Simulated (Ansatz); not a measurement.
# CH6B2ClFSi: the cost of one run

Program: Ansatz 0.2.0. Level of theory: RKS PBE-D4/def2-SVP. These are calculated values, not measurements.

## Step 1: The system as given

Bond lengths: B1–B2 1.628 Å, B2–Si3 1.916 Å, Si3–Cl4 2.050 Å, Si3–C5 1.886 Å, C5–F6 1.399 Å, B1–H7 1.229 Å, B1–H8 1.136 Å, B2–H9 1.152 Å, Si3–H10 1.454 Å, C5–H11 1.102 Å, C5–H12 1.115 Å. Angles (14 of 18 angles, heavy atoms first): B1–B2–Si3 118.4°, B2–Si3–Cl4 112.6°, B2–Si3–C5 110.3°, Cl4–Si3–C5 107.7°, Si3–C5–F6 109.4°, B1–B2–H9 120.9°, Si3–B2–H9 120.6°, B2–B1–H7 117.4°, B2–B1–H8 124.0°, B2–Si3–H10 110.7°, Cl4–Si3–H10 108.9°, C5–Si3–H10 106.5°, Si3–C5–H11 110.7°, Si3–C5–H12 112.2°.

Structure file:

```xyz
12

B    -1.9035    0.8574    0.4335
B    -0.9776    0.5469   -0.8690
Si    0.4180   -0.7558   -0.7062
Cl   -0.2817   -2.5916   -0.1215
C     1.6900   -0.1958    0.5689
F     1.0733   -0.0794    1.8191
H    -2.7938    1.6957    0.3071
H    -1.7492    0.3764    1.4511
H    -1.1492    1.1020   -1.8632
H     1.1324   -0.9031   -1.9643
H     2.0792    0.8045    0.3179
H     2.5390   -0.9123    0.6607
```

## Step 2: End point A

Input file input.yaml:

```yaml
crystal:
  periodic: [false, false, false]
  atoms:
    - { symbol: B, position_ang: [-1.9035, 0.8574, 0.4335] }
    - { symbol: B, position_ang: [-0.9776, 0.5469, -0.869] }
    - { symbol: Si, position_ang: [0.418, -0.7558, -0.7062] }
    - { symbol: Cl, position_ang: [-0.2817, -2.5916, -0.1215] }
    - { symbol: C, position_ang: [1.69, -0.1958, 0.5689] }
    - { symbol: F, position_ang: [1.0733, -0.0794, 1.8191] }
    - { symbol: H, position_ang: [-2.7938, 1.6957, 0.3071] }
    - { symbol: H, position_ang: [-1.7492, 0.3764, 1.4511] }
    - { symbol: H, position_ang: [-1.1492, 1.102, -1.8632] }
    - { symbol: H, position_ang: [1.1324, -0.9031, -1.9643] }
    - { symbol: H, position_ang: [2.0792, 0.8045, 0.3179] }
    - { symbol: H, position_ang: [2.539, -0.9123, 0.6607] }
basis:
  gaussian: { orbitals: def2-SVP }
hamiltonian:
  xc: pbe
  dispersion: d4
relax:
  f_tol: 0.02
  max_steps: 50
```

Started as:

```sh
$ ansatz run input.yaml --threads 2 --pin off --max-ram 3072MiB --backend cpu --events-out ev --progress --plain --runs-dir out
```

What time and memory should one allow on 2 threads of Intel Xeon at 2.80GHz (Skylake/Cascade Lake), shared host?

About 58 s, with a peak of 0.21 GiB.
